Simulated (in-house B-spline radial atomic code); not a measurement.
**Tl⁸⁰⁺: isotopes**

Aim: how the levels of Tl⁸⁰⁺ shift from isotope to isotope, through nuclear size; the mass enters as a recoil term, given apart.

Program: in-house B-spline radial atomic code version 1. Level of theory: Dirac-Hartree-Fock, average of configuration, Fermi nucleus, basis-set limit. These are calculated values, not measurements, unless marked.

## (1) Starting point

| Property | Result |
| --- | --- |
| element | thallium (Z = 81) |
| charge | +80 |
| electrons | 1 |
| configuration | 1s1 |
| Hamiltonian | Dirac-Coulomb |
| nucleus | Fermi, rms radius 5.379 fm |

Settings, as recorded:

```ini
Z = 81
electrons = 1.0
configuration = 1s1
hamiltonian = dirac
method = hf
spin_polarised = False
nucleus = fermi
rms_radius = 5.3786
mass_number = 183
atomic_mass = 182.982192843
speed_of_light = 137.035999084
```

From the earlier run of the reference: total energy -3629.507083 hartree (electron-nucleus part -8116.8699, recoil term 0.01088125). Levels, eight at most:

| orbital | occupation | energy (eV) | <r> (bohr) |
| --- | --- | --- | --- |
| 1s1/2 | 1 | -98763.9 | 0.01614 |

## (2) Mass number 185

Settings, as recorded:

```ini
Z = 81
electrons = 1.0
configuration = 1s1
hamiltonian = dirac
method = hf
spin_polarised = False
nucleus = fermi
rms_radius = 5.3896
mass_number = 185
atomic_mass = 184.978789189
speed_of_light = 137.035999084
```

## (3) Mass number 188

Settings, as recorded:

```ini
Z = 81
electrons = 1.0
configuration = 1s1
hamiltonian = dirac
method = hf
spin_polarised = False
nucleus = fermi
rms_radius = 5.4017
mass_number = 188
atomic_mass = 187.976020886
speed_of_light = 137.035999084
```

## (4) Mass number 190

Settings, as recorded:

```ini
Z = 81
electrons = 1.0
configuration = 1s1
hamiltonian = dirac
method = hf
spin_polarised = False
nucleus = fermi
rms_radius = 5.4121
mass_number = 190
atomic_mass = 189.973841771
speed_of_light = 137.035999084
```

## (5) Mass number 191

Settings, as recorded:

```ini
Z = 81
electrons = 1.0
configuration = 1s1
hamiltonian = dirac
method = hf
spin_polarised = False
nucleus = fermi
rms_radius = 5.4169
mass_number = 191
atomic_mass = 190.971784093
speed_of_light = 137.035999084
```

## (6) Mass number 192

Settings, as recorded:

```ini
Z = 81
electrons = 1.0
configuration = 1s1
hamiltonian = dirac
method = hf
spin_polarised = False
nucleus = fermi
rms_radius = 5.4191
mass_number = 192
atomic_mass = 191.972225
speed_of_light = 137.035999084
```

## (7) Mass number 193

Settings, as recorded:

```ini
Z = 81
electrons = 1.0
configuration = 1s1
hamiltonian = dirac
method = hf
spin_polarised = False
nucleus = fermi
rms_radius = 5.4243
mass_number = 193
atomic_mass = 192.970501994
speed_of_light = 137.035999084
```

## (8) Mass number 194

Settings, as recorded:

```ini
Z = 81
electrons = 1.0
configuration = 1s1
hamiltonian = dirac
method = hf
spin_polarised = False
nucleus = fermi
rms_radius = 5.4259
mass_number = 194
atomic_mass = 193.971081408
speed_of_light = 137.035999084
```

Before running: By how much, and in which direction, does each change move the total energy and the levels?

**Answer**, as computed:

All values are changes from the reference run; energy changes under 9e-05 eV count as noise.

| change | rms radius (fm) | δ<r²> (fm²) | Δ total energy (eV) | Δ recoil term, not in the total or the levels (eV) | Δ 1s1/2 level (eV) |
| --- | --- | --- | --- | --- | --- |
| mass number 185 | 5.3896 | +0.118 | +0.1923 | -0.003197 | +0.1923 |
| mass number 188 | 5.4017 | +0.249 | +0.4041 | -0.007867 | +0.4041 |
| mass number 190 | 5.4121 | +0.361 | +0.5863 | -0.0109 | +0.5863 |
| mass number 191 | 5.4169 | +0.413 | +0.6705 | -0.01239 | +0.6705 |
| mass number 192 | 5.4191 | +0.437 | +0.7091 | -0.01387 | +0.7091 |
| mass number 193 | 5.4243 | +0.494 | +0.8004 | -0.01533 | +0.8004 |
| mass number 194 | 5.4259 | +0.511 | +0.8285 | -0.01678 | +0.8285 |

What this shows: The total energy moves by 1621 meV for each fm² of δ<r²> (from mass number 194): a larger nucleus binds the s electrons less. For that pair the recoil (mass) term changes by 0.017 eV against 0.83 eV from size, so size rules the shift. The recoil term is approximate.
